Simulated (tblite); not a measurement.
# Ge42H46O2: the cost of one run

Computed with tblite 0.8.0 and routines of our own; the level stands in each step. Atoms count from 0.

### Step 1. The system as given

90 atoms, charge 0, multiplicity 1; geometry from: force field, distance geometry or constructed start.

### Step 2. Geometry optimisation with GFN2-xTB

The job: settings as JSON, then the geometry in Å.

```
{"job": {"kind": "relax", "xc": "GFN2-xTB", "basis": "xTB"}, "charge": 0, "multiplicity": 1}
Ge    -2.299500    -3.122800     1.113900
Ge     0.521400    -5.947400     1.108600
Ge     0.529800    -3.123300    -1.712500
Ge    -2.305100    -3.116600     6.767300
Ge    -2.305400    -5.951200     3.947900
Ge     0.521300    -3.121500     3.941900
Ge    -0.889800    -4.533800     2.526700
Ge    -3.715500    -4.532800     5.360500
Ge    -5.130700    -3.123100     3.944100
Ge    -2.307200     5.365200    -1.711900
Ge    -0.892000     3.950300    -0.301100
Ge    -3.721400     3.949500    -3.128000
Ge    -2.307800     2.537700     1.120500
Ge     0.526800    -0.292600     1.112800
Ge    -2.306600    -0.286900    -1.713300
Ge     0.522700     2.537600    -1.707200
Ge    -0.889500     1.124400    -3.127100
Ge    -0.891000    -1.709900    -0.300000
Ge    -3.719500     1.124300    -0.296500
Ge    -2.301600     2.537900    -4.539800
Ge     0.522300    -0.288200    -4.541000
Ge    -5.134300    -0.290500     1.115300
Ge    -5.130000     2.541600    -1.706900
Ge    -2.308600    -0.296300     3.943000
Ge    -0.889400     1.125100     2.530900
Ge    -0.896000    -1.707400     5.361500
Ge    -3.718200    -1.704200     2.529300
Ge     3.353000    -3.120400     1.116700
Ge     1.939700    -4.535100    -0.301000
Ge     3.354700     5.366400    -1.710100
Ge     4.771700     3.952100    -0.300100
Ge     1.937200     3.952800    -3.127800
Ge     3.352600     2.537100     1.113600
Ge     3.355700    -0.293300    -1.709800
Ge     6.183800     2.538800    -1.716800
Ge     4.768600     1.124700    -3.130900
Ge     4.767300    -1.706400    -0.303100
Ge     1.940000    -1.704000    -3.130600
Ge     1.940200     1.118600    -0.299100
Ge     3.348800     2.540400    -4.541300
Ge     1.939000     1.120200    -5.953200
Ge     1.945000    -1.712100     2.533700
H     -3.182800    -4.003300     0.228600
H     -0.356100    -6.833800     0.230400
H      1.404300    -6.831600     2.001300
H     -0.360600    -4.002700    -2.600200
H     -1.418600    -4.004200     7.656300
H     -3.188000    -2.235000     7.659200
H     -1.419400    -6.832900     4.828100
H     -3.185800    -6.832600     3.063200
H      1.407100    -4.011600     4.831000
H     -4.595600    -5.417500     6.242100
H     -6.017100    -4.004700     3.061300
H     -6.020100    -2.239200     4.824900
H     -1.420300     6.248500    -2.595300
H     -3.188200     6.252400    -0.829500
H      0.000100     4.829200     0.582500
H     -4.599500     4.842500    -4.012000
H     -3.187600     3.419700     2.002900
H     -3.188600    -1.173300    -2.597800
H     -1.424800     3.421300    -5.424300
H     -3.183800     1.653400    -5.427700
H     -0.357000    -1.174600    -5.425000
H     -6.016900    -1.171800     0.233300
H     -6.011000     0.594700     2.000900
H     -6.021600     3.422200    -0.828800
H     -6.014300     1.656800    -2.598000
H     -3.185200     0.589700     4.833800
H     -0.010500    -0.828400     6.237400
H      4.234300    -4.007700     2.004800
H      2.821500    -5.422800    -1.179000
H      4.235200     6.245700    -2.594200
H      2.472200     6.248100    -0.825900
H      5.651900     4.839800     0.585900
H      1.060500     4.835200    -4.015000
H      2.477600     3.418800     1.998300
H      4.234900     1.653100     1.999600
H      7.066600     3.422400    -2.591400
H      7.065600     1.650000    -0.833600
H      5.649500     0.234200    -4.008800
H      5.650000    -2.590700    -1.182300
H      5.647300    -0.825700     0.586400
H      2.824400    -2.591100    -4.005900
H      1.051900     2.004900    -6.841000
H      2.814100     0.245000    -6.839200
H      2.819400    -0.816900     3.415200
O      4.428800     3.609100    -5.616100
H      4.791800     2.994600    -6.297000
O      0.184400     2.200000     3.604800
H     -0.421500     2.519700     4.315100
```

Run with:

```bash
$ OMP_NUM_THREADS=1 python large_run.py task.json out
```

This one command runs all jobs of the session in turn.

**Question.** How long does this first job take on 1 thread of Arm Neoverse V1, shared host, and how much memory does it need?

About 4.2 min, with a peak of 0.17 GiB.
